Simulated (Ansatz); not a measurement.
# doublet [SiH2Br2]+: levels of theory compared

We compute a comparison of 6 runs (U-r2SCAN/def2-SVP, UB3LYP/def2-SVP, USVWN5/def2-SVP, RPA@PBE0/def2-SVP, UCCSD/def2-SVP, UCCSD(T)/def2-SVP) of doublet [SiH2Br2]+. 

Program for the calculation: Ansatz 0.2.0.

53 further runs of the same task are left out: 6 that didn't finish, 47 set aside as unsound or not needed.

### Step 1. The structure to begin with

[SiH2Br2]+: 5 atoms, total charge +1, spin state doublet. As SMILES of the parent species, `Br[SiH2]Br`. The coordinates come from a PBE0-D4/def2-TZVP relaxation. That shape belongs to the parent species and isn't relaxed for this state.

Bond lengths: Br1–Si2 2.207 Å, Si2–Br3 2.207 Å, Si2–H4 1.476 Å, Si2–H5 1.476 Å. Angles: Br1–Si2–Br3 110.8°, Br1–Si2–H4 108.4°, Br1–Si2–H5 108.4°, Br3–Si2–H4 108.4°, Br3–Si2–H5 108.4°, H4–Si2–H5 112.5°.

### Step 2. The energy at U-r2SCAN/def2-SVP (run 1)

Contents of molecule.yaml:

```yaml
crystal:
  periodic: [false, false, false]
  atoms:
    - {symbol: Br, position_ang: [-1.672690, -1.239290, 0.362310]}
    - {symbol: Si, position_ang: [0.158230, -0.046290, 0.054680]}
    - {symbol: Br, position_ang: [-0.295570, 1.814160, -1.042010]}
    - {symbol: H, position_ang: [1.103430, -0.843230, -0.751710]}
    - {symbol: H, position_ang: [0.706590, 0.314640, 1.376730]}
basis:
  gaussian:
    orbitals: def2-SVP
total_charge: 1
magnetization:
  spin_polarized: true
  initial_magnetization: 1
hamiltonian:
  xc: r2scan
accuracy: high
output: {orbitals: {seedname: orbitals}}
```

Run with:

```console
$ ansatz run molecule.yaml --threads 1 --pin off --max-ram 3480MiB --events-out events.jsonl --progress --plain --runs-dir runs
```

What it wrote:

```text
Warning: RAYON_NUM_THREADS=1 ignored (pool sized by the plan → 1); use --threads N
Functional definition: r2SCAN
  name "r2SCAN"
  parameter k0 = 0.174
  parameter k1 = 0.065
  parameter a1 = 4.9479
  exchange = r2scan_x(k0 = k0, k1 = k1, a1 = a1)
  correlation = r2scan_c
1681 factors; integrals over basis functions are off by at most 5.9e-9 eV
mean field evaluation 1: about -147973.2340 eV, gradient 9.8e0 eV
mean field evaluation 2: about -147971.6891 eV, gradient 1.6e1 eV
mean field evaluation 4: about -147973.9565 eV, gradient 4.8e0 eV
mean field evaluation 8: about -147974.1634 eV, gradient 3.9e-1 eV
mean field evaluation 16: about -147974.1573 eV, gradient 1.8e-3 eV
mean field evaluation 32: about -147973.2340 eV, gradient 9.8e0 eV
mean field evaluation 64: about -147973.9616 eV, gradient 5.7e-1 eV
mean field evaluation 96: about -147973.6748 eV, gradient 4.4e0 eV
mean field -147974.15731772 eV, -5437.9499809398 hartree, gradient 8.1e-8 eV, S^2 0.753929; 13 other end points of the search recorded, 0 dependent functions left out
reference -147974.15731917 eV, -5437.9499809933 hartree; 43, 42 occupied and 49, 50 virtual orbitals, 1681 factors
Total energy: -147974.15731917 eV, -5437.9499809933 hartree
```

Wall time 1.7 min (1 thread of Arm Neoverse V2, shared host); peak memory 0.42 GiB.

### Step 3. The energy at UB3LYP/def2-SVP (run 2)

molecule.yaml: that of step 2 with these lines changed.

```diff
@@ -9,10 +9,6 @@
 basis:
-  gaussian:
-    orbitals: def2-SVP
+  gaussian: {orbitals: def2-SVP}
 total_charge: 1
-magnetization:
-  spin_polarized: true
-  initial_magnetization: 1
-hamiltonian:
-  xc: r2scan
+magnetization: {spin_polarized: true, initial_magnetization: 1}
+hamiltonian: {xc: {name: B3LYP}}
 accuracy: high
```

Run with:

```console
$ ansatz run molecule.yaml --threads 1 --pin off --max-ram 3480MiB --events-out events.jsonl --progress --plain --runs-dir runs
```

What it wrote:

```text
Warning: RAYON_NUM_THREADS=1 ignored (pool sized by the plan → 1); use --threads N
Functional definition: B3LYP
  name "B3LYP"
  parameter a0 = 0.2
  parameter ax = 0.72
  parameter ac = 0.81
  exchange = (1 - a0 - ax)*slater_x + ax*b88_x + a0*exact_x
  correlation = (1 - ac)*vwn_rpa_c + ac*lyp_c
1681 factors; integrals over basis functions are off by at most 5.9e-9 eV
mean field evaluation 1: about -147976.6237 eV, gradient 8.6e0 eV
mean field evaluation 2: about -147976.9304 eV, gradient 6.5e0 eV
mean field evaluation 4: about -147977.0818 eV, gradient 1.3e0 eV
mean field evaluation 8: about -147977.1786 eV, gradient 8.6e-2 eV
mean field evaluation 16: about -147977.1786 eV, gradient 5.6e-5 eV
mean field evaluation 32: about -147977.1786 eV, gradient 2.0e-7 eV
mean field evaluation 64: about -147977.1621 eV, gradient 2.7e-1 eV
mean field evaluation 96: about -147977.0882 eV, gradient 2.5e0 eV
mean field -147977.17862338 eV, -5438.0610118750 hartree, gradient 3.1e-8 eV, S^2 0.753289; 13 other end points of the search recorded, 0 dependent functions left out
reference -147977.17865967 eV, -5438.0610132086 hartree; 43, 42 occupied and 49, 50 virtual orbitals, 1681 factors
Total energy: -147977.17865967 eV, -5438.0610132086 hartree
```

Run time: 66 s. Hardware: 1 thread of Arm Neoverse V2, shared host; peak memory 0.63 GiB.

Runs 3 to 5 aren't shown in full; the table further down has their settings and results.

### Step 4. The energy at UCCSD(T)/def2-SVP (run 6)

Contents of in.yaml:

```yaml
crystal:
  periodic: [false, false, false]
  atoms:
    - {symbol: Br, position_ang: [-1.672690, -1.239290, 0.362310]}
    - {symbol: Si, position_ang: [0.158230, -0.046290, 0.054680]}
    - {symbol: Br, position_ang: [-0.295570, 1.814160, -1.042010]}
    - {symbol: H, position_ang: [1.103430, -0.843230, -0.751710]}
    - {symbol: H, position_ang: [0.706590, 0.314640, 1.376730]}
basis:
  gaussian: {orbitals: def2-SVP}
total_charge: 1
magnetization: {spin_polarized: true, initial_magnetization: 1}
correlation: {method: ccsd_t, frozen_orbitals: {Br: 9, H: 0, Si: 5}}
accuracy: high
scf: {omitted_lower_state_checks: [cluster_reference, increment]}
```

Run with:

```console
$ ansatz run in.yaml --threads 1 --pin off --max-ram 3480MiB --events-out events.jsonl --progress --plain --runs-dir runs
```

What it wrote:

```text
Warning: RAYON_NUM_THREADS=1 ignored (pool sized by the plan → 1); use --threads N
[... 18 lines left out ...]
23 core orbitals not correlated: weight in the atoms' cores, before any rotation towards them, 1.000 or more for the frozen orbitals, at most 0.000 for the correlated occupied ones
[... 28 lines left out ...]
Total energy: -147879.93286002 eV, -5434.4872959873 hartree
Checks for a lower state left out: cluster_reference, increment
```

Wall time 68 s (1 thread of Arm Neoverse V2, shared host); peak memory 0.69 GiB.

### Step 5. The series

```csv
run,level,frozen core orbitals,energy (Eh),⟨S²⟩,wall time
1,U-r2SCAN/def2-SVP,–,-5437.949981,0.754,1.7 min
2,UB3LYP/def2-SVP,–,-5438.061013,0.753,66 s
3,USVWN5/def2-SVP,–,-5429.727192,0.751,16 s
4,RPA@PBE0/def2-SVP,23,-5434.659491,0.754,80 s
5,UCCSD/def2-SVP,23,-5434.473334,0.758,59 s
6,UCCSD(T)/def2-SVP,23,-5434.487296,0.758,68 s
```

### Step 6. Results

| quantity | value |
| --- | --- |
| run 6: total energy | -5434.48730 Eh |
| run 6: correlation energy (23 core orbitals frozen) | -571.3 mEh |
| run 6: (T) correction | -13.96 mEh |
| run 6: ⟨S²⟩ of the reference determinant | 0.758 |
| run 6: T1 diagnostic | 0.037 |

What this shows: Totals of different functionals can't be ranked against each other. All runs together took 6.5 min, the longest 1.7 min.
